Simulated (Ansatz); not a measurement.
# Ga: pressure against volume

One table from this session's results is given with a row withheld; the runs are named, their logs left out.

Computed with Ansatz 0.2.0 (DFT LDA, scalar-relativistic, unless a step's input says otherwise).

### The system as given

The structure is orthorhombic, space group Cmcm (No. 63). The conventional cell has a = 2.900 Å, b = 8.130 Å, c = 3.170 Å, α = 90.00°, β = 90.00°, γ = 90.00°. Ga (site symmetry m2m) is surrounded by 8 Ga at 2.68 to 2.90 Å.

As a file:

```cif
data_structure
_symmetry_space_group_name_H-M 'P 1'
_symmetry_Int_Tables_number 1
_cell_length_a 4.3159
_cell_length_b 4.3159
_cell_length_c 3.1700
_cell_angle_alpha 90.000
_cell_angle_beta 90.000
_cell_angle_gamma 140.737
_cell_volume 37.37
loop_
_atom_site_label
_atom_site_type_symbol
_atom_site_fract_x
_atom_site_fract_y
_atom_site_fract_z
_atom_site_occupancy
Ga1 Ga 0.86700 0.13300 0.25000 1
Ga2 Ga 0.13300 0.86700 0.75000 1
```

Atoms are numbered in the order of the input: Ga1, Ga2.

The first run:

File input.yaml:

```yaml
crystal:
  lattice:
    - [1.4203998576, -3.9820175319, 0.0]
    - [1.4203998576, 3.9820175319, 0.0]
    - [0.0, 0.0, 3.1052879646]
  atoms:
    - { symbol: Ga, position: [0.867, 0.133, 0.25] }
    - { symbol: Ga, position: [0.133, 0.867, 0.75] }
kpoints:
  mp_grid: { grid: [12, 12, 10] }
  band_path:
    path:
      - [0.0, 0.0, 0.0]
      - [-0.5, 0.5, 0.0]
      - [-0.2818093587, 0.7181906413, 0.0]
      - [0.2818093587, 0.2818093587, 0.0]
      - [0.0, 0.0, 0.0]
      - [0.0, 0.0, 0.5]
      - [0.2818093587, 0.2818093587, 0.5]
      - [-0.2818093587, 0.7181906413, 0.5]
      - [-0.5, 0.5, 0.5]
    npoints: 5
scf:
  occupations: { method: fermi_dirac, width: 0.08 }
hamiltonian:
  xc: lda
  pseudopotentials: { kind: all_electron, lapw: { basis_error: 0.001 } }
output:
  forces: true
  stress: true
  eigenvalues: true
```

Launch:

```console
ansatz run input.yaml --threads 1 --pin off --max-ram 3072MiB --backend cpu --events-out ev --progress --plain --runs-dir out
```

Steps of the session up to this table: Volume × 0.94, LAPW; Volume × 0.94, PAW; Volume × 0.94, crystal datasets; Volume × 0.98, LAPW; Volume × 0.98, PAW; Volume × 0.98, crystal datasets; Volume × 1.01, LAPW; Volume × 1.01, PAW; Volume × 1.01, crystal datasets; Volume × 1.04, LAPW; Volume × 1.04, PAW; Volume × 1.04, crystal datasets.

One of the session's tables, all rows but one given; the rest of the session is left out.

It belongs to the step «The equation of state». 

| method | volume (Å³/atom) | pressure (GPa) | largest force (eV/Å) |
| --- | --- | --- | --- |
| LAPW | 17.564 | -0.59 | 0.211 |
| LAPW | 18.311 | -2.86 | 0.188 |
| LAPW | 18.872 | -4.22 | 0.172 |
| LAPW | 19.432 | -5.33 | 0.156 |
| PAW | 17.564 | -0.64 | 0.212 |
| PAW | 18.311 | -2.91 | 0.189 |
| PAW | 18.872 | ? | ? |
| PAW | 19.432 | -5.37 | 0.157 |
| crystal datasets | 17.564 | -0.59 | 0.211 |
| crystal datasets | 18.311 | -2.86 | 0.188 |
| crystal datasets | 18.872 | -4.22 | 0.172 |
| crystal datasets | 19.432 | -5.33 | 0.156 |

Estimate the missing values for PAW, 18.872.

As computed: pressure (GPa): -4.26; largest force (eV/Å): 0.173. In the column «pressure (GPa)» it lies between crystal datasets, 19.432 (-5.33) and LAPW, 18.872 (-4.22).

Limits of these values: Warnings in the runs' records: crystal datasets made, printed levels off.
